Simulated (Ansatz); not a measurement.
# Two structures of Rb: comparison of enthalpies under pressure in Python

One table from this session's results is given with a row withheld; the runs are named, their logs left out.

Computed with the Python package of Ansatz 0.2.0. Level of theory: DFT PBEsol, plane waves, PAW.

**Starting point**

Rb Im-3m: Symmetry: Im-3m, No. 229, cubic system. Conventional cell: a = 5.600 Å, b = 5.600 Å, c = 5.600 Å, α = 90.00°, β = 90.00°, γ = 90.00°.

Rb Fd-3m: The structure is cubic, space group Fd-3m (No. 227). Conventional cell: a = 9.710 Å, b = 9.710 Å, c = 9.710 Å, α = 90.00°, β = 90.00°, γ = 90.00°. Around Rb (site symmetry -43m) lie 4 Rb at 4.20 Å.

The script holds or builds the structure itself.

Set-up of the first run:

Contents of transition_rb.py:

```python
import warnings

import ansatz as az
import numpy as np


def bcc(first, a):
    return az.Crystal.bcc(first, a=a)


def diamond(A, a):
    return az.Crystal.diamond(A, a=a)


def solve(name, crystal, pressure=0.0):
    calc = (
        crystal.calculation()
        .functional(az.Functional.PBESOL)
        .basis(19 * az.Ha)
        .kpoints(spacing=0.14)
        .occupations('cold', width=0.05)
    )
    calc = calc.relax(force_tolerance=0.01, max_steps=40, cell=True, pressure=pressure)
    return calc.run(threads=1, backend='cpu')


def volume_per_atom(outcome):
    return abs(np.linalg.det(outcome.lattice.cell_ang)) / len(outcome.lattice.sites)

warnings.simplefilter('ignore', az.DeckWarning)

phases = {}
phases['bcc'] = bcc('Rb', 5.6)
phases['diamond'] = diamond('Rb', 9.71)

pressures = [0, 20, 40, 60]
enthalpy, volume = {name: [] for name in phases}, {name: [] for name in phases}
for p in pressures:
    for name, crystal in phases.items():
        o = solve(name, crystal, pressure=p)
        volume[name].append(volume_per_atom(o))
        enthalpy[name].append(o.report['energy_sigma0_ev'] / len(o.lattice.sites) + p * volume[name][-1] / 160.21766)
gap = np.array(enthalpy['diamond']) - np.array(enthalpy['bcc'])
rows = [(p, va, vb, 1000 * d) for p, va, vb, d in zip(pressures, volume['bcc'], volume['diamond'], gap)]
print('| P (GPa) | V bcc (A^3/atom) | V diamond (A^3/atom) | H(diamond) - H(bcc) (meV/atom) |')
print('| --- | --- | --- | --- |')
for row in rows:
    print(f'| {row[0]:d} | {row[1]:.3f} | {row[2]:.3f} | {row[3]:+.1f} |')
crossings = [p0 - g0 * (p1 - p0) / (g1 - g0) for p0, p1, g0, g1 in zip(pressures, pressures[1:], gap, gap[1:]) if g0 * g1 < 0]
print('crossing near', [round(float(p), 1) for p in crossings], 'GPa') if crossings else print('no crossing in this range')
```

Started as:

```
> python transition_rb.py
```

Among the steps run: Launch.

One table of the session follows, with a row left open; its other results are not shown here.

Enthalpy H = E + pV of the second structure less the first:

| pressure (GPa) | ΔH (meV/atom) |
| --- | --- |
| 0 | 279.3 |
| 20 | 758.9 |
| 40 | ? |
| 60 | 2306.7 |

Q: Estimate the row for pressure (GPa) = 40 from the others.

Worked estimate for «ΔH (meV/atom)». A straight line through the neighbours (20, 758.9) and (60, 2306.7) gives 758.9 + (2306.7 − 758.9) × (40 − 20) / (60 − 20) = 1532.8; a parabola fitted to 3 rows on both sides gives 1434.7.

The run gave: ΔH (meV/atom): 1535.0. In «ΔH (meV/atom)» the line misses by -2.2 and the parabola by -100.3.

To keep in mind: Reading the output:
- At a fixed pressure a relaxation lowers the enthalpy F + PV, while F alone can rise.
- Only these two structures are compared, at zero temperature and with their symmetry kept; either may be hypothetical, and another phase may be lower than both.
